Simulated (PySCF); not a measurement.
**ZnI₂: relaxation and vibrations of the singlet**

Where does singlet ZnI₂ go from a bent start, is the end point a minimum, and what are its modes, charges and moments?

Program: PySCF 2.14.0. Level of theory: PBE0, basis Zn def2-TZVP, I def2-TZVP with ECP28, scalar-relativistic core potentials, no spin–orbit coupling, density fitting. These are calculated values, not measurements.

## Step 1: The starting structure

3 atoms, charge 0, spin multiplicity 1.

Bond lengths: Zn1–I2 2.510 Å, Zn1–I3 2.510 Å. Angles: I2–Zn1–I3 110.0°.

Coordinates in bohr (charge 0 multiplicity 1):
```
Zn    0.0000    0.0000    0.0000
I     3.8855    0.0000    2.7206
I    -3.8855    0.0000    2.7206
```

## Step 2: The SCF at the typed geometry

The steps below are one call of a driver around PySCF. For each, scf.py gives the equivalent set-up of the SCF; relaxations use the driver's own optimiser. After this first run the driver tries any further starts and a stability analysis.

Input file scf.py:

```python
from pyscf import gto, scf, dft
mol = gto.M(atom='''
Zn     0.000000     0.000000     0.000000
I      2.056100     0.000000     1.439700
I     -2.056100     0.000000     1.439700''',
    basis={'Zn': 'def2-TZVP', 'I': 'def2-TZVP'},
    ecp={'I': 'def2-TZVP'},
    charge=0, spin=0)
mf = dft.RKS(mol, xc='PBE0')
mf.grids.atom_grid = (50, 194)
aux = {'Zn': 'def2-universal-JKFIT', 'I': 'def2-universal-JKFIT'}
mf = mf.density_fit(auxbasis=aux)
mf.conv_tol = 1e-08
mf.diis_space = 10
mf.max_cycle = 60
mf.init_guess = 'minao'
mf.verbose = 4
mf.kernel()
```

On the command line:

```bash
> OMP_NUM_THREADS=2 python axn.py task.json out
```

Log, cut to the lines that bear on the results:

```text
[... the frontier levels of the middle cycles are left out ...]
init E= -2289.63076571739
  HOMO = -1.02750796414434  LUMO = -0.807783696184217  gap/eV = 5.97900
cycle= 1 E= -2371.01469610211  delta_E= -81.4  |g|= 4.84  |ddm|=   27
  HOMO = 0.00906361352218427  LUMO = 0.0239389532402431  gap/eV = 0.40478
cycle= 2 E= -2367.01300366195  delta_E=    4  |g|= 6.28  |ddm|= 12.2
  HOMO = -0.179309710315559  LUMO = -0.00617488090527891  gap/eV = 4.71124
cycle= 3 E= -2373.97526764372  delta_E= -6.96  |g|= 2.15  |ddm|= 6.67
cycle= 4 E= -2374.58908191193  delta_E= -0.614  |g|= 1.03  |ddm|= 1.45
cycle= 5 E= -2374.58012696288  delta_E= 0.00895  |g|= 0.535  |ddm|= 1.07
cycle= 6 E= -2374.67570196054  delta_E= -0.0956  |g|= 0.11  |ddm|= 0.711
cycle= 7 E= -2374.67700656409  delta_E= -0.0013  |g|= 0.0376  |ddm|= 0.081
cycle= 8 E= -2374.6771267585  delta_E= -0.00012  |g|= 0.00847  |ddm|= 0.0213
cycle= 9 E= -2374.6771359162  delta_E= -9.16e-06  |g|= 0.00176  |ddm|= 0.00544
cycle= 10 E= -2374.67713630943  delta_E= -3.93e-07  |g|= 0.000477  |ddm|= 0.00137
cycle= 11 E= -2374.67713637574  delta_E= -6.63e-08  |g|= 4.94e-05  |ddm|= 0.00064
cycle= 12 E= -2374.67713637633  delta_E= -5.9e-10  |g|= 9.61e-06  |ddm|= 6.1e-05
  HOMO = -0.265014373017365  LUMO = -0.136842413086293  gap/eV = 3.48774
Extra cycle  E= -2374.67713637632  delta_E= 1.14e-11  |g|= 1.78e-05  |ddm|= 2.39e-05
converged SCF energy = -2374.67713637632
```

This step, with its further starts and checks, needed 33 s of wall time on 2 threads of Arm Neoverse V1, shared host.

Energies from each starting density:

```csv
start,energy (Eh)
the minimal-basis guess,-2374.677136
a thermally smeared density,-2374.677136
a smeared PBE density,-2374.677136
```

No lower closed-shell solution turned up from the other starts or in the test of internal stability.

## Step 3: Bent start, singlet: relaxation

The program finds C2v symmetry in the start, which this walk keeps. The walk stops when the largest gradient is under 0.0003 Eh/bohr and the energy has settled too.

scf.py: that of step 2 with these lines changed.

```diff
@@ -3,3 +3,3 @@
-Zn     0.000000     0.000000     0.000000
-I      2.056100     0.000000     1.439700
-I     -2.056100     0.000000     1.439700''',
+Zn     0.000000     0.000000    -1.150031
+I      2.056100     0.000000     0.289669
+I     -2.056100     0.000000     0.289669''',
@@ -16 +15,0 @@
-mf.init_guess = 'minao'
```

The optimiser's trace:

```csv
step,energy (Eh),change (kJ/mol),largest symmetric gradient (Eh/bohr)
0,-2374.677136,0.00,0.02831
1,-2374.686720,-25.16,0.02144
2,-2374.699710,-59.27,0.01453
3,-2374.707368,-79.37,0.01146
4,-2374.709659,-85.39,0.01084
5,-2374.711363,-89.86,0.00496
6,-2374.712062,-91.70,0.00057
7,-2374.712079,-91.74,0.00018
8,-2374.712079,-91.74,0.00009
```

The walk took 57 s.

It settles in D∞h symmetry, 91.7 kJ/mol below the start, after 8 steps: Zn–I 2.417 Å (×2); I–Zn–I 180.0°.

## Step 4: Is it a minimum? Harmonic modes

The point is checked on the finer grid, and tightened if its gradient asks for it. The Hessian and the dipole derivatives come from central differences of analytic gradients, with steps of 0.02 bohr.

scf.py: that of step 3 with these lines changed.

```diff
@@ -3,3 +3,3 @@
-Zn     0.000000     0.000000    -1.150031
-I      2.056100     0.000000     0.289669
-I     -2.056100     0.000000     0.289669''',
+Zn     0.000000     0.000000     0.000000
+I      2.418193     0.000000     0.000000
+I     -2.418193    -0.000000     0.000000''',
@@ -10 +10 @@
-mf.grids.atom_grid = (50, 194)
+mf.grids.atom_grid = (75, 302)
@@ -13 +13 @@
-mf.conv_tol = 1e-08
+mf.conv_tol = 1e-10
```

The driver hands on the density of the step before, so the log starts near convergence.

Log of the central SCF (cycles and frontier levels):

```text
init E= -2374.71193436991
  HOMO = -0.287995957049755  LUMO = -0.0704797805525932  gap/eV = 5.91892
cycle= 1 E= -2374.71193436991  delta_E= 6.82e-12  |g|= 8.1e-06  |ddm|= 9.47e-06
  HOMO = -0.287996304800452  LUMO = -0.0704793958486148  gap/eV = 5.91894
Extra cycle  E= -2374.71193436989  delta_E= 1.77e-11  |g|= 1.69e-05  |ddm|= 1.39e-05
converged SCF energy = -2374.71193436989
```

The whole step took 59 s.

Geometry: D∞h; Zn–I 2.418 Å (×2); I–Zn–I 180.0°.

Harmonic modes (main isotopes):

| symmetry | ω (cm⁻¹) | IR (km/mol) | μ (u) |
| --- | --- | --- | --- |
| πu | 69 | 6.1 | 71.02 |
| σg+ | 155 | 0.0 | 126.90 |
| σu+ | 343 | 54.6 | 71.02 |

All wavenumbers are real: a minimum.

Constants and moments:

| Property | Result |
| --- | --- |
| Dipole moment | 0.00 D |
| Highest occupied level | -7.84 eV |
| Lowest empty level | -1.92 eV |
| Rotational constants | 0.01136 cm⁻¹ |
| Zero-point energy | 3.8 kJ/mol |
| Principal polarisabilities | 65.9, 65.9, 139.6 bohr³ |
| Atomisation energy without zero-point energy | 476 kJ/mol |
| Principal traceless quadrupole moments about the centre of mass | -2.83, 1.41, 1.41 D Å |
| Entropy at 298.15 K and 1 bar | 315.8 J/(mol K) |
| Heat capacity Cp at 298.15 K | 60.2 J/(mol K) |
| Enthalpy at 298.15 K above 0 K | 15.49 kJ/mol |
| Rotational symmetry number | 2 |

Populations by atom (charges in e):

```csv
atom,Mulliken,Löwdin,polar tensor,Mayer order to Zn1
Zn1,0.37,-0.31,0.83,–
"I2,3",-0.18,0.15,-0.41,1.16
```

Mulliken populations on Zn1: s 6.91, p 12.63, d 10.10, f 0.00.

## Step 5: Would spin polarisation lower it?

At the lowest minimum the closed shell is tested against spin polarisation, on the (50, 194) grid. It is stable.

## Step 6: Outcome

| quantity | value |
| --- | --- |
| minimum | singlet, D∞h |
| geometry | Zn–I 2.418 Å (×2); I–Zn–I 180.0° |
| wavenumbers (cm⁻¹) | 69 (πu), 155 (σg+), 343 (σu+) |
| dipole moment | 0.00 D |
| highest occupied, lowest empty level | -7.84, -1.92 eV |
| polar-tensor charge of Zn1 | +0.83 e |
| zero-point energy | 3.8 kJ/mol |
| entropy at 298.15 K | 315.8 J/(mol K) |
| atomisation energy (no zero-point energy) | 476 kJ/mol |

In words: The bent start (C2v) ends in a minimum of D∞h symmetry. In the infrared the band at 343 cm⁻¹ (σu+) leads. The dipole vanishes although Zn1 carries +0.8 e by the polar tensor: the bond dipoles cancel. Only this shape and spin were tried, so other structures or states may lie lower. Spin–orbit coupling is left out.

The search up to here needed 2.7 min of wall time on 2 threads of Arm Neoverse V1, shared host.
